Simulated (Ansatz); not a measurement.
# AsH₄OP, SMILES PO[AsH2]: the energy of protonation at one site

With Ansatz 0.2.0, Python API.

`ash4op.xyz`
```text
7

P    -1.19390    0.59180   -0.48580
O    -0.05100   -0.58880   -0.19990
As    1.26450    0.29260    0.68380
H    -2.14240   -0.29640   -1.02110
H    -0.71720    0.96020   -1.82990
H     0.67740   -0.04200    2.08930
H     2.22380   -0.98540    0.71790
```

Run as a notebook:

```python
import ansatz as az
import numpy as np
```

```python
BASIS_SET = 'def2-SVP'
LEVEL = 'mp2'
CHARGE = 1
FORCE_TOL = 0.01
```

```python
mol = az.Crystal.molecule_from_extxyz('ash4op.xyz')
```

```python
job = (
    mol.calculation()
    .basis(gaussian=BASIS_SET)
    .correlation(LEVEL, electrons='valence')
    .scf(lower_state_search='off')
)
symbols = [site.symbol for site in mol.cartesian_sites]
start = np.array([site.position_ang for site in mol.cartesian_sites], dtype=float)
rep = job.relax(force_tolerance=0.01).run(threads=1, backend='cpu').report
end = np.array(rep['positions_ang'])
```

```python
# start the new hydrogen opposite the existing bonds
away = sum((end[1] - end[j]) / np.linalg.norm(end[1] - end[j]) for j in [0, 2]) + np.array([0.15, 0.1, -0.2])
proton = end[1] + 1.0 * away / np.linalg.norm(away)
acid = az.Crystal.molecule()
for symbol, place in zip(symbols, end):
    acid = acid.atom(symbol, place.tolist())
acid = acid.atom('H', proton.tolist())
protonated = (
    acid.calculation()
    .basis(gaussian=BASIS_SET)
    .correlation(LEVEL, electrons='valence')
    .scf(lower_state_search='off')
    .charge(CHARGE)
    .relax(force_tolerance=FORCE_TOL, max_steps=80)
)
after = protonated.run(threads=1, backend='cpu').report
xyz = np.array(after['positions_ang'])
reach = np.linalg.norm(xyz[:-1] - xyz[-1], axis=1)
print(f'base {rep["free_energy_ev"]:.5f} eV, protonated {after["free_energy_ev"]:.5f} eV')
print(f'the proton ends {reach.min():.3f} A from {symbols[reach.argmin()]}{reach.argmin()}')
print(f'electronic proton affinity {(rep["free_energy_ev"] - after["free_energy_ev"]):.3f} eV')
```

    base -72170.21997 eV, protonated -72179.05928 eV
    the proton ends 0.976 A from O1
    electronic proton affinity 8.839 eV

Caveats:
- These settings explore the input space; basis and method may be short of convergence.
- The proton is put on one chosen atom, which needn't be the most basic site, so the molecule's proton affinity can be higher; the ends are stationary points, not checked by frequencies, and zero-point and thermal terms count only where printed.
- Hardware and time: 110 s on 1 thread of Arm Neoverse V1, on a shared host, peak memory 0.26 GiB.
